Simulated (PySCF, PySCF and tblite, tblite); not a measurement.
# C3H6N2Si: a path driven as rotation about a bond, and NMR exchange, part 2 of 2

PySCF and tblite. Atoms count from 0. The steps go on from the part before.

## (9) Shieldings, end: BHandHLYP/pcSseg-1

The job: settings as JSON, then the geometry in Å.

```
{"job": {"kind": "nmr", "xc": "BHandHLYP", "basis": "pcSseg-1", "pop": false}, "charge": 0, "multiplicity": 1}
C     -1.387013     0.251959     0.543107
C     -0.442684     0.312402    -0.625052
C     -1.047482     0.843378    -1.848339
N     -1.547592     1.266607    -2.803431
N      0.773831    -0.027947    -0.681587
Si     1.884225    -0.692401     0.496150
H     -1.774323     1.258732     0.765756
H     -0.890431    -0.152384     1.434058
H     -2.255923    -0.376541     0.291923
H      1.317358    -0.921884     1.865775
H      3.017997     0.268326     0.595949
H      2.357599    -1.991994    -0.056335
```

The log of the run:

```text
coarse grid: 10728 points
cycle   1  E = -516.5974649123  dE =  6.606e-01  |g| = 5.916e-01  |ddm| = 3.182e+00
cycle   2  E = -516.4907480353  dE =  1.067e-01  |g| = 9.685e-01  |ddm| = 1.237e+00
cycle   3  E = -516.6862782444  dE = -1.955e-01  |g| = 7.446e-02  |ddm| = 7.460e-01
cycle   4  E = -516.6869293495  dE = -6.511e-04  |g| = 5.919e-02  |ddm| = 1.145e-01
cycle   5  E = -516.6876324822  dE = -7.031e-04  |g| = 1.794e-02  |ddm| = 5.451e-02
cycle   6  E = -516.6877059086  dE = -7.343e-05  |g| = 2.527e-03  |ddm| = 1.877e-02
cycle   7  E = -516.6877081107  dE = -2.202e-06  |g| = 1.107e-03  |ddm| = 3.769e-03
final grid: 99768 points
cycle   8  E = -516.7158803477  dE = -8.487e-06  |g| = 2.190e-03  |ddm| = 9.962e-03
cycle   9  E = -516.7158807029  dE = -3.552e-07  |g| = 1.862e-03  |ddm| = 3.145e-03
cycle  10  E = -516.7158814829  dE = -7.800e-07  |g| = 5.276e-04  |ddm| = 1.544e-03
cycle  11  E = -516.7158815376  dE = -5.477e-08  |g| = 1.656e-04  |ddm| = 4.109e-04
cycle  12  E = -516.7158815431  dE = -5.430e-09  |g| = 3.346e-05  |ddm| = 1.395e-04
cycle  13  E = -516.7158815433  dE = -2.228e-10  |g| = 1.607e-05  |ddm| = 4.425e-05
converged SCF energy = -516.7158815433

GIAO shielding tensors (ppm)
atom      isotropic    diamagn.    paramagn.     s11        s22        s33       span
  0 C      156.304     249.096     -92.792    132.470    150.653    185.789     53.318
  1 C       21.743     250.236    -228.493   -109.647     56.971    117.904    227.551
  2 C       62.761     261.808    -199.047    -60.467    -46.639    295.388    355.856
  3 N      -44.090     338.686    -382.775   -211.950   -182.193    261.874    473.825
  4 N     -159.499     329.363    -488.862   -583.831   -175.954    281.288    865.119
  5 Si     422.581     878.006    -455.425    399.038    400.325    468.380     69.343
  6 H       29.337      28.427       0.910     26.458     27.931     33.623      7.165
  7 H       29.109      31.003      -1.894     24.411     29.371     33.546      9.135
  8 H       29.337      28.431       0.906     26.454     27.936     33.620      7.165
  9 H       26.656      29.465      -2.808     23.301     26.503     30.165      6.865
 10 H       26.668      28.442      -1.774     24.120     25.079     30.806      6.686
 11 H       26.667      28.445      -1.777     24.120     25.078     30.805      6.685
```

Wall time 11 s (1 thread of Intel Xeon at 2.60GHz, shared host); peak memory 0.7 GiB.

Key values: HOMO -9.27 eV, LUMO -1.02 eV; dipole 4.37 D.

## (10) Barriers, rates and exchange

The job: settings as JSON, then the geometry in Å.

```
{"job": {"smiles": "CC(C#N)=N[SiH3]", "charge": 0, "mult": 1, "motion": "rotation", "what": "imine", "atoms": [1, 4], "drives": [{"terms": [["t", [0, 1, 4, 5], 0.5], ["t", [2, 1, 4, 5], 0.5]], "by": 180, "n": 12}], "study": "path", "level": {"kind": "nmr", "xc": "BHandHLYP", "basis": "pcSseg-1"}, "fields": [90, 100, 400], "first": 1, "seed": 408, "refine": {"xc": "PBE0", "basis": "def2-SVP"}, "kind": "path"}, "charge": 0, "multiplicity": 1}
C     -1.990890    -0.185586     0.211966
C     -0.558669     0.126375    -0.092780
C     -0.359605     1.194942    -1.030122
N     -0.162284     2.042781    -1.775874
N      0.392907    -0.503222     0.434596
Si     2.110248    -0.443738     0.342589
H     -2.482487     0.696224     0.622333
H     -2.043722    -1.002998     0.925518
H     -2.512507    -0.460101    -0.704653
H      2.473746    -0.198396     1.735510
H      2.703553     0.561904    -0.541200
H      2.431426    -1.794368    -0.110398
```

The log of the run:

```text
stationary points (kcal/mol above the start)
  n  kind          group   xTB      DFT    lowest mode
  0  minimum      Cs       0.00     0.00      96.7
  1  saddle       C1       5.02     6.29    -168.7
  2  minimum      Cs       0.41     1.45      87.2

GFN2-xTB energies: T/K, barrier G, reaction G (kcal/mol), k forward, k back (1/s)
 150.00     4.34     0.39   2.95e+06   1.09e+07
 200.00     4.37     0.39   1.41e+08   3.77e+08
 250.00     4.41     0.40   1.44e+09   3.23e+09
 298.15     4.47     0.41   6.52e+09    1.3e+10
 350.00     4.56     0.42   2.08e+10   3.83e+10
 400.00     4.65     0.44    4.8e+10   8.35e+10
 500.00     4.88     0.48   1.54e+11   2.49e+11

PBE0-D3(BJ)/def2-SVP energies: T/K, barrier G, reaction G (kcal/mol), k forward, k back (1/s)
 150.00     5.45     1.32   7.24e+04      6e+06
 200.00     5.47     1.32   8.73e+06   2.41e+08
 250.00     5.52     1.33   1.56e+08   2.25e+09
 298.15     5.58     1.34   1.01e+09   9.64e+09
 350.00     5.66     1.35   4.25e+09   2.97e+10
 400.00     5.76     1.37   1.19e+10   6.67e+10
 500.00     5.98     1.40   5.06e+10   2.08e+11

BHandHLYP/pcSseg-1 + D3(BJ) energies: T/K, barrier G, reaction G (kcal/mol), k forward, k back (1/s)
 150.00     5.60     1.43   4.28e+04   5.15e+06
 200.00     5.63     1.43   5.89e+06   2.15e+08
 250.00     5.67     1.44   1.14e+08   2.06e+09
 298.15     5.74     1.45   7.76e+08   8.94e+09
 350.00     5.82     1.46    3.4e+09   2.78e+10
 400.00     5.91     1.48   9.81e+09    6.3e+10
 500.00     6.14     1.52   4.33e+10   1.99e+11
```

It took 3.4 min on 1 thread of Intel Xeon at 2.60GHz, shared host; peak memory 0.7 GiB. This counts the whole study up to here.

Barriers by level (kcal/mol; entropies in cal/(mol K)). Zero-point and thermal terms come from xTB in every row. ΔG‡ leaves symmetry out; the rate counts equivalent paths (a factor of 2); effective ΔG‡, where given, is the barrier that would give that rate by Eyring's equation alone:

| level | ΔE‡ | with zero-point | ΔH‡ | ΔS‡ | ΔG‡ (298 K) | ΔE of reaction | k at 298 K (1/s) | effective ΔG‡ |
| --- | --- | --- | --- | --- | --- | --- | --- | --- |
| GFN2-xTB | 5.02 | 4.40 | 4.19 | -0.9 | 4.47 | 0.41 | 6.5e+09 | 4.06 |
| PBE0-D3(BJ)/def2-SVP | 6.13 | 5.50 | 5.30 | -0.9 | 5.58 | 1.34 | 1e+09 | 5.17 |
| BHandHLYP/pcSseg-1 + D3(BJ) | 6.28 | 5.66 | 5.45 | -0.9 | 5.74 | 1.45 | 7.8e+08 | 5.33 |

Sites that the driver pairs across this motion, and where their lines would merge (no couplings; faster rotations or exchange between molecules can average them sooner):

| nucleus | sites: shielding (ppm) | proton frequency (MHz) | spread (Hz) | coalescence (K) | lines at 298 K |
| --- | --- | --- | --- | --- | --- |
| $^{29}$Si | Si5: 411.7; Si5 (end): 422.6 | 400 | 864 | not given | – |
| $^{13}$C | C0: 150.5; C0 (end): 156.3 | 400 | 582 | not given | – |
| $^{13}$C | C2: 68.5; C2 (end): 62.8 | 400 | 580 | not given | – |
| $^{15}$N | N3: -56.0; N3 (end): -44.1 | 400 | 483 | not given | – |
| $^{13}$C | C1: 23.6; C1 (end): 21.7 | 400 | 184 | not given | – |
| $^{15}$N | N4: -162.7; N4 (end): -159.5 | 400 | 131 | not given | – |
| $^{1}$H | H6, H7, H8: 29.03; H6, H7, H8 (end): 29.26 | 400 | 92 | not given | – |

A dash: the driver gave no coalescence for this row (it judged the minor form too scarce).

Rows that set an atom against itself at the end compare its shielding in the two forms.

## (11) Outcome

The summary covers parts 1 to 2.

| quantity | value |
| --- | --- |
| barrier (BHandHLYP/pcSseg-1 + D3(BJ)) | ΔE‡ 6.3, ΔG‡(298 K) 5.7 kcal/mol |
| barrier (GFN2-xTB) | ΔE‡ 5.0 kcal/mol |
| rate at 298 K | 7.8e+08 s⁻¹ |
| end of the path | 1.4 kcal/mol from the start |
| stages that failed or stayed incomplete | 1 |

**Reading.** The saddle has a nearly straight angle, C1–N4–Si5 (178°), which it lacks at the start: the motion passes through an in-plane inversion or a T-shaped form rather than a plain rotation or pyramidal inversion. The barrier is 6.3 kcal/mol at the DFT level (xTB: 5.0); with thermal terms and the count of paths the DFT value gives a rate of 7.8e+08 s⁻¹ at 298 K. An error of 1.4 kcal/mol changes that rate tenfold.
